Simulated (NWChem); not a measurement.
# SiH2O2 (SMILES O[Si]O): PBE0/pcseg-0

What is the electronic atomisation energy of SiH2O2 at PBE0/pcseg-0? 

The calculation is run with NWChem 7.3.0.

**1. Starting point**

SiH2O2 has 5 atoms, charge 0, and is taken as a singlet. As SMILES, `O[Si]O`. The coordinates come from a PBE0-D4/def2-TZVP relaxation. This is one conformer, not always the lowest.

Bond lengths: O1–Si2 1.642 Å, Si2–O3 1.663 Å, O1–H4 0.964 Å, O3–H5 0.960 Å. Angles: O1–Si2–O3 99.4°, Si2–O1–H4 117.5°, Si2–O3–H5 116.1°.

**2. The energy at PBE0/pcseg-0 (run 1)**

File h2o2si.nw:

```
start h2o2si
memory stack 880 mb heap 220 mb global 1100 mb

geometry noautosym nocenter noautoz
  O    -1.443200   -0.105600   -0.275000
  Si   -0.212000   -0.791300    0.567700
  O     1.036000    0.187500    0.068600
  H    -1.231900    0.648900   -0.836100
  H     1.901100   -0.013100    0.433400
end

basis spherical bse
  * library pcseg-0
end

dft
  xc pbe0
  grid fine
  convergence energy 1e-08
  iterations 100
  mulliken
  print low
end

task dft
```

The run is started by

```sh
$ nwchem h2o2si.nw > h2o2si.out
```

Standard output:

```text
[...]
 d= 0,ls=0.0,diis     1   -440.0293434308 -5.44D+02  3.65D-02  7.20D-01     0.4
[...]
 d= 0,ls=0.0,diis     8   -440.1157117364 -1.55D-10  2.68D-06  2.01D-08     2.0
         Total DFT energy =     -440.115711736443
      One electron energy =     -814.554472910467
           Coulomb energy =      309.322023301569
    Exchange-Corr. energy =      -38.529523262272
 Nuclear repulsion energy =      103.646261134727
[...]
      Total Density - Mulliken Population Analysis
     ---------------------------------------------
    Atom       Charge   Shell Charges
 -----------   ------   -------------------------------------------------------
    1 O    8     8.83   1.98  0.96  0.94  2.05  2.90
    2 Si  14    13.09   2.00  2.00  1.02  0.74  5.80  0.74  0.79
    3 O    8     8.85   1.98  0.96  0.94  2.05  2.92
    4 H    1     0.62   0.51  0.11
    5 H    1     0.61   0.52  0.09
[...]
```

It took 2.7 s on 1 thread of Intel Xeon Platinum 8488C (Sapphire Rapids), shared host; peak memory 0.11 GiB.

**3. The H atom at the same level (run 2)**

File calc.nw:

```
start calc
title "H energy"
memory 2200 mb
charge 0
geometry units angstroms noautosym nocenter noautoz
  H        0.000000       0.000000       0.000000
end
basis spherical bse
  * library pcseg-0
end
dft
  xc pbe0
  mult 2
  grid fine
  convergence energy 1e-08
  iterations 100
  mulliken
  print low
end
task dft
```

Run the same way, it converges to -0.49796 Eh (log not shown).

**4. The O atom (run 3)**

File work.nw:

```
START work
TITLE "O"
memory total 2200 mb
charge 0

GEOMETRY units angstrom noautosym nocenter noautoz
O     0.000000    0.000000    0.000000
END

BASIS spherical bse
* library pcseg-0
END

DFT
xc pbe0
mult 3
grid fine
convergence energy 1e-08
iterations 100
mulliken
print low
END

TASK dft energy
```

Run the same way, it converges to -74.79043 Eh (log not shown).

**5. The Si atom, same level (run 4)**

File mymol.xyz:

```xyz
1

Si     0.000000     0.000000     0.000000
```

File mymol.nw:

```
START mymol
memory total 2200 mb
charge 0
GEOMETRY units angstrom noautosym nocenter noautoz
load mymol.xyz
END
BASIS spherical bse
* library pcseg-0
END
DFT
xc pbe0
mult 3
grid fine
convergence energy 1e-08
iterations 100
mulliken
print low
END
TASK dft energy
```

Run the same way, it converges to -288.91195 Eh (log not shown).

**6. All runs side by side**

```
run          level  partner  energy (Eh)  wall time
  1   PBE0/pcseg-0     base  -440.115712      2.7 s
  2  UPBE0/pcseg-0    atoms    -0.497961     0.77 s
  3  UPBE0/pcseg-0    atoms   -74.790434     0.81 s
  4  UPBE0/pcseg-0    atoms  -288.911945        1 s
```

**7. Results**

Level: PBE0/pcseg-0.

```
                     quantity          value
        Si atom: total energy  -288.91195 Eh
                Si atom: ⟨S²⟩          2.000
electronic atomisation energy      17.061 eV
```

What this shows: Taking the molecule apart into free atoms costs 17.06 eV (1646 kJ/mol), before zero-point energy and without spin-orbit coupling. The basis has no polarisation functions, which makes bonds too weak. All runs together took 5.3 s, the longest 2.7 s.
